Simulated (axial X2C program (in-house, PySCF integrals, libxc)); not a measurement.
# ZrBr⁻: properties at the nuclei

Wanted for ZrBr⁻: properties at the nuclei, at the two-component level.

Computed with an in-house X2C program for linear molecules on PySCF integrals. Level: two-component X2C with atomic mean-field terms, Zr dyall-acv3z, Br dyall-acv3z.

All values are calculated.

## 1. Input

Input file task.json:

```json
{
 "zs": [
  40,
  35
 ],
 "q": -1,
 "bas": [
  "dyall-acv3z",
  "dyall-acv3z"
 ],
 "r0": 2.68,
 "levels": [
  "PBE0",
  "HF",
  "LDA",
  "BP86",
  "TPSSh"
 ],
 "nst": 3
}
```

Keys: zs atomic numbers; q charge; bas basis sets; r0 starting distance in Å; levels methods (HF also brings MP2); nst determinants followed.

Run with:

```
python soeom.py task.json out
```

After this run come: Expectation values, lowest determinant; Expectation values, a higher determinant; Expectation values, a higher determinant.

Before running it: what results should come out? Wanted: lowest determinant; Eeff magnitude; Ws magnitude Zr; A∥/gI Zr; qzz Zr; higher determinant (for each run or level that gives them).

As calculated:

| quantity | value |
| --- | --- |
| lowest determinant | Ω = 1 (excess of +ω over −ω: ω = -3/2, ω = 5/2) |
| Eeff magnitude (GV/cm), PBE0 | 1.78 |
| Ws magnitude Zr (kHz), PBE0 | 0.713 |
| A∥/gI Zr (MHz), PBE0 | 117 |
| qzz Zr (a.u.), PBE0 | 0.68 |
| higher determinant | Ω = 2 (excess of +ω over −ω: ω = 1/2, ω = 3/2) |
| Eeff magnitude (GV/cm), PBE0, higher determinant | 0.833 |
| Ws magnitude Zr (kHz), PBE0, higher determinant | 0.131 |
| A∥/gI Zr (MHz), PBE0, higher determinant | 249 |
| qzz Zr (a.u.), PBE0, higher determinant | -0.99 |
| higher determinant | Ω = 4 (excess of +ω over −ω: ω = 3/2, ω = 5/2) |
| Eeff magnitude (GV/cm), PBE0, higher determinant | 0.815 |
| Ws magnitude Zr (kHz), PBE0, higher determinant | 0.057 |
| A∥/gI Zr (MHz), PBE0, higher determinant | 186 |
| qzz Zr (a.u.), PBE0, higher determinant | -0.99 |

In words: In the first state, the effective field runs from 1.47 to 3.03 GV/cm over the mean-field levels, so the levels don't agree on it. The expectation values come from single determinants, which for open shells can mix terms of unlike spin or miss the lowest Ω, so a determinant need not be a state. Eeff is the effective electric field on the electron dipole moment in this Ω state and Ws the scalar–pseudoscalar constant (defined with the proton number Z and per Ω); A∥ is the parallel hyperfine constant, which follows by multiplying with the nuclear g factor gI = μI/(I μN); qzz is the electric field gradient, eQq0 = 234.96 MHz × Q/barn × qzz. The operators were transformed with the bare-nucleus X2C matrices. A second determinant lies within 0.1 eV of the first, so their order is not settled at this level.
